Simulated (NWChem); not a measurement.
# One shape, several levels: C2H5BClF (SMILES BC(F)CCl)

We compute a comparison of 4 runs (HF/STO-3G, HF/3-21G, B3LYP/6-31G*) of C2H5BClF. 

The results are computed with NWChem 7.3.0.

### Step 1. Starting point

C2H5BClF: 10 atoms, total charge 0, spin state singlet. SMILES: `BC(F)CCl`. Geometry: relaxed at PBE0-D4/def2-TZVP. This is one conformer, not always the lowest.

Bond lengths: B1–C2 1.558 Å, C2–F3 1.386 Å, C2–C4 1.509 Å, C4–Cl5 1.782 Å, B1–H6 1.192 Å, B1–H7 1.195 Å, C2–H8 1.109 Å, C4–H9 1.090 Å, C4–H10 1.089 Å. Some angles: B1–C2–F3 113.9°, B1–C2–C4 115.3°, F3–C2–C4 109.7°, C2–C4–Cl5 112.6°, B1–C2–H8 102.6°, F3–C2–H8 107.0°, C4–C2–H8 107.5°, C2–B1–H6 120.8°, C2–B1–H7 118.2°, C2–C4–H9 110.7°.

### Step 2. Energy and forces at HF/STO-3G (run 1)

Contents of job.xyz:

```xyz
10
C2H5BClF
B     -1.309200    -0.711700    -0.281200
C      0.178900    -0.496800     0.126500
F      0.520300    -1.080300     1.336000
C      0.655300     0.934900     0.100000
Cl     2.428700     1.067800     0.206300
H     -2.010300    -1.450800     0.336900
H     -1.707400    -0.172300    -1.270600
H      0.728500    -1.046200    -0.665100
H      0.248500     1.491800     0.943700
H      0.349800     1.412800    -0.829700
```

Contents of run.py:

```python
from ase.io import read
from ase.calculators.nwchem import NWChem

system = read('job.xyz')

calc = NWChem(
    label='job',
    theory='scf',
    memory='2200 mb',
    basis='STO-3G',
    basispar='spherical bse',
    scf={'nopen': '0', 'rhf': None, 'thresh': '1e-08', 'maxiter': '80'},
)
system.calc = calc

forces = system.get_forces()
e = system.get_potential_energy()
print(f"E = {e:.6f} eV")
print("forces (eV/A):")
for s, f in zip(system.symbols, forces):
    print(f"{s:2s} {f[0]:10.5f} {f[1]:10.5f} {f[2]:10.5f}")
print("dipole (e A):", system.get_dipole_moment().round(4))
```

Run with:

```sh
export ASE_NWCHEM_COMMAND="nwchem PREFIX.nwi > PREFIX.nwo"
python run.py
```

Output:

```text
E = -17814.867772 eV
forces (eV/A):
B    -1.96093   -0.07703   -0.71312
C     0.69163   -1.84708   -0.03224
F     0.05626   -0.16712    0.53206
C    -0.68510    1.56632   -0.25176
Cl    1.17510    0.04911    0.08454
H     0.59084    0.65342   -0.57593
H     0.27146   -0.52954    0.98201
H    -0.04253    0.17607   -0.01646
H    -0.07652    0.06181   -0.04088
H    -0.02031    0.11405    0.03168
dipole (e A): [-0.528   0.0341 -0.2486]
```

The calculator wrote job.nwi:

```
title "job"

permanent_dir job

scratch_dir job

start job

geometry units angstrom nocenter noautosym noautoz
  B  -1.3091999999999999e+00 -7.1170000000000000e-01 -2.8120000000000001e-01
  C  1.7890000000000000e-01 -4.9680000000000002e-01 1.2650000000000000e-01
  F  5.2029999999999998e-01 -1.0803000000000000e+00 1.3360000000000001e+00
  C  6.5529999999999999e-01 9.3489999999999995e-01 1.0000000000000001e-01
  Cl 2.4287000000000001e+00 1.0678000000000001e+00 2.0630000000000001e-01
  H  -2.0103000000000000e+00 -1.4508000000000001e+00 3.3689999999999998e-01
  H  -1.7074000000000000e+00 -1.7230000000000001e-01 -1.2706000000000000e+00
  H  7.2850000000000004e-01 -1.0462000000000000e+00 -6.6510000000000002e-01
  H  2.4850000000000000e-01 1.4918000000000000e+00 9.4369999999999998e-01
  H  3.4980000000000000e-01 1.4128000000000001e+00 -8.2969999999999999e-01
end

memory 2200 mb

basis spherical bse noprint
   * library STO-3G
end

scf
  nopen 0
  rhf
  thresh 1e-08
  maxiter 80
end

task scf gradient
```

job.nwo:

```text
Northwest Computational Chemistry Package (NWChem) 7.3.0
             --------------------------------------------------------

           Job information
           ---------------

    nwchem branch   = 7.3.0
    use scalapack   = T
    input           = job.nwi
    prefix          = job.
    data base       = job/job.db
    status          = startup
    nproc           =        1

           Memory information
           ------------------

[... 5 lines left out ...]
    hardfail = no
[... 140 lines left out ...]
         Quadratically convergent ROHF
[... 14 lines left out ...]
       Final RHF  results
[... 4 lines left out ...]
      Two-electron energy =    457.621249203818
[... 43 lines left out ...]
                       ROHF Final Molecular Orbital Analysis
[... 248 lines left out ...]
                 ----------------------------------------
                 |  Time  |  1-e(secs)   |  2-e(secs)   |
                 ----------------------------------------
                 |  CPU   |       0.00   |       0.53   |
                 ----------------------------------------
                 |  WALL  |       0.00   |       0.53   |
                 ----------------------------------------

 Task  times  cpu:        3.2s     wall:        3.2s
 Total times  cpu:        3.3s     wall:        3.3s
```

Run time: 4.8 s. Hardware: 1 thread of Intel Xeon 6975P-C (Granite Rapids), shared host; peak memory 0.097 GiB.

### Step 3. Energy and forces at HF/3-21G (run 2)

Contents of run.nw:

```
start run
memory 2200 mb
geometry noautosym nocenter noautoz
   B     -1.309200    -0.711700    -0.281200
   C      0.178900    -0.496800     0.126500
   F      0.520300    -1.080300     1.336000
   C      0.655300     0.934900     0.100000
   Cl     2.428700     1.067800     0.206300
   H     -2.010300    -1.450800     0.336900
   H     -1.707400    -0.172300    -1.270600
   H      0.728500    -1.046200    -0.665100
   H      0.248500     1.491800     0.943700
   H      0.349800     1.412800    -0.829700
end
basis spherical bse
   * library 3-21G
end
scf
   thresh 1e-08
   maxiter 80
   print medium
end
task scf gradient
```

Run with:

```sh
nwchem run.nw > run.out
```

Output:

```text
[...]
  functions       =    59
[...]
  wavefunction    = RHF
[...]
         Total SCF energy =   -658.918245011676
      One-electron energy =  -1324.168772514445
      Two-electron energy =    456.435827387597
 Nuclear repulsion energy =    208.814700115173
        Time for solution =      2.4s
[...]
                         RHF ENERGY GRADIENTS
    atom               coordinates                        gradient
                 x          y          z           x          y          z
   1 B      -2.474029  -1.344918  -0.531391    0.013978   0.001634  -0.002235
   2 C       0.338072  -0.938816   0.239050   -0.011973   0.005170   0.027392
   3 F       0.983224  -2.041471   2.524674   -0.000863   0.006604  -0.018616
   4 C       1.238337   1.766705   0.188973    0.047202  -0.013571   0.004227
   5 Cl      4.589578   2.017849   0.389850   -0.038984  -0.001912  -0.002944
   6 H      -3.798916  -2.741614   0.636649   -0.002579  -0.002985   0.002988
   7 H      -3.226518  -0.325600  -2.401086   -0.001508   0.002038  -0.003733
   8 H       1.376665  -1.977031  -1.256857    0.002469  -0.005647  -0.005565
   9 H       0.469597   2.819093   1.783334   -0.003961   0.005173   0.006498
  10 H       0.661026   2.669805  -1.567906   -0.003783   0.003495  -0.008010
[...]
```

Run time: 4.2 s. Hardware: 1 thread of Intel Xeon 6975P-C (Granite Rapids), shared host; peak memory 0.099 GiB.

### Step 4. Energy and forces at B3LYP/6-31G(d) (spherical functions) (run 3)

Contents of c2h5bclf.xyz:

```xyz
10
C2H5BClF
B     -1.309200    -0.711700    -0.281200
C      0.178900    -0.496800     0.126500
F      0.520300    -1.080300     1.336000
C      0.655300     0.934900     0.100000
Cl     2.428700     1.067800     0.206300
H     -2.010300    -1.450800     0.336900
H     -1.707400    -0.172300    -1.270600
H      0.728500    -1.046200    -0.665100
H      0.248500     1.491800     0.943700
H      0.349800     1.412800    -0.829700
```

Contents of c2h5bclf.nw:

```
start c2h5bclf
title "C2H5BClF"
memory stack 880 mb heap 220 mb global 1100 mb
geometry units angstroms noautosym nocenter noautoz
   load format xyz c2h5bclf.xyz
end
basis spherical bse
   B library 6-31G*
   C library 6-31G*
   F library 6-31G*
   Cl library 6-31G*
   H library 6-31G*
end
dft
   xc b3lyp
   grid xfine
   convergence energy 1e-08
   iterations 100
   mulliken
   print low
end
task dft gradient
```

Run with:

```sh
nwchem c2h5bclf.nw > c2h5bclf.out
```

Output:

```text
[...]
 d= 0,ls=0.0,diis     1   -663.9754725335 -8.73D+02  1.57D-02  7.51D-01     6.3
[...]
 d= 0,ls=0.0,diis    10   -664.0688648518 -7.50D-10  2.51D-07  6.03D-10    51.0
         Total DFT energy =     -664.068864851795
      One electron energy =    -1328.850066763306
           Coulomb energy =      511.543303335045
    Exchange-Corr. energy =      -55.576801538708
 Nuclear repulsion energy =      208.814700115173
[...]
                         DFT ENERGY GRADIENTS
    atom               coordinates                        gradient
                 x          y          z           x          y          z
   1 B      -2.474029  -1.344918  -0.531391    0.004085   0.000246   0.000406
   2 C       0.338072  -0.938816   0.239050    0.000248   0.004457   0.004040
   3 F       0.983224  -2.041471   2.524674   -0.001143   0.002514  -0.006757
   4 C       1.238337   1.766705   0.188973    0.007409  -0.003932   0.001469
   5 Cl      4.589578   2.017849   0.389850   -0.013278  -0.001617  -0.001173
   6 H      -3.798916  -2.741614   0.636649    0.000275  -0.000019   0.000425
   7 H      -3.226518  -0.325600  -2.401086    0.000474   0.000547  -0.000121
   8 H       1.376665  -1.977031  -1.256857   -0.000196   0.000209   0.001668
   9 H       0.469597   2.819093   1.783334    0.001280  -0.000859  -0.001103
  10 H       0.661026   2.669805  -1.567906    0.000846  -0.001547   0.001147
[...]
```

It took 60 s on 1 thread of Intel Xeon 6975P-C (Granite Rapids), shared host; peak memory 0.15 GiB.

### Step 5. Energy and forces at B3LYP/6-31G(d) (Cartesian functions) (run 4)

Contents of calc.nw:

```
start calc
title "C2H5BClF gradient"
memory stack 880 mb heap 220 mb global 1100 mb
charge 0

geometry noautosym nocenter noautoz
B    -1.309200   -0.711700   -0.281200
C     0.178900   -0.496800    0.126500
F     0.520300   -1.080300    1.336000
C     0.655300    0.934900    0.100000
Cl    2.428700    1.067800    0.206300
H    -2.010300   -1.450800    0.336900
H    -1.707400   -0.172300   -1.270600
H     0.728500   -1.046200   -0.665100
H     0.248500    1.491800    0.943700
H     0.349800    1.412800   -0.829700
end

basis "ao basis" cartesian
* library 6-31G*
end

dft
xc b3lyp
grid xfine
convergence energy 1e-08
maxiter 100
mulliken
end

task dft gradient
```

Run with:

```sh
nwchem calc.nw > calc.out
```

Output:

```text
[...]
          Wavefunction type:  closed shell.
          No. of atoms     :    10
          No. of electrons :    48
[...]
          Charge           :     0
          Spin multiplicity:     1
[...]
          AO basis - number of functions:    89
[...]
              XC Information
              --------------
                         B3LYP Method XC Potential
                     Hartree-Fock (Exact) Exchange  0.200
                        Slater Exchange Functional  0.800 local
                    Becke 1988 Exchange Functional  0.720 non-local
              Lee-Yang-Parr Correlation Functional  0.810
                  VWN I RPA Correlation Functional  0.190 local
[...]
 d= 0,ls=0.0,diis     1   -663.9788087635 -8.73D+02  1.62D-02  9.20D-01     4.2
[...]
 d= 0,ls=0.0,diis    10   -664.0751806284 -1.04D-09  2.88D-07  8.75D-10    37.4
         Total DFT energy =     -664.075180628439
      One electron energy =    -1328.752813800274
           Coulomb energy =      511.389774631576
    Exchange-Corr. energy =      -55.526841574914
 Nuclear repulsion energy =      208.814700115173
[...]
      Total Density - Mulliken Population Analysis
     ---------------------------------------------
    Atom       Charge   Shell Charges
 -----------   ------   -------------------------------------------------------
    1 B    5     4.92   1.99  0.59  1.41  0.47  0.40  0.06
    2 C    6     5.84   1.99  0.70  2.03  0.47  0.60  0.04
    3 F    9     9.32   1.99  0.94  3.31  1.00  2.03  0.05
    4 C    6     6.42   1.99  0.69  2.06  0.68  0.96  0.04
    5 Cl  17    17.07   2.00  1.99  5.97  1.46  3.61  0.54  1.52 -0.02
    6 H    1     0.99   0.52  0.47
    7 H    1     1.01   0.52  0.49
    8 H    1     0.84   0.52  0.32
    9 H    1     0.79   0.53  0.27
   10 H    1     0.80   0.53  0.27
[...]
  wavefunction    = closed shell
[...]
```

Wall time 47 s (1 thread of Intel Xeon 6975P-C (Granite Rapids), shared host); peak memory 0.15 GiB.

### Step 6. All runs side by side

```tsv
run	level	iteration cap	module	energy (Eh)	dipole moment (D)	HOMO energy (eV)	LUMO energy (eV)	wall time
1	HF/STO-3G	80	scf	-654.684321	2.81	-10.07	5.92	4.8 s
2	HF/3-21G	80	scf	-658.918245	3.44	-11.93	1.72	4.2 s
3	B3LYP/6-31G* (spherical functions)	100	dft	-664.068865	–	–	–	60 s
4	B3LYP/6-31G* (Cartesian functions)	100	dft	-664.075181	2.55	-8.09	-2.03	47 s
```

### Step 7. Results

| quantity | value |
| --- | --- |
| run 4: total energy | -664.07518 Eh |
| run 4: dipole moment | 2.55 D |
| run 4: HOMO energy | -8.09 eV |
| run 4: LUMO energy | -2.03 eV |
| run 4: HOMO–LUMO gap | 6.07 eV |
| run 4: largest force on an atom | 0.701 eV/Å |

Over runs 1, 2, 4 the dipole moment (its size) runs from 2.55 D (B3LYP/6-31G*) to 3.44 D (HF/3-21G). The two ends differ in method and basis. Over runs 1, 2, 4 the HOMO–LUMO gap runs from 6.07 eV (B3LYP/6-31G*) to 15.98 eV (HF/STO-3G). In run 1 the basis is minimal, so the values are rough. All runs together took 1.9 min, the longest 60 s.
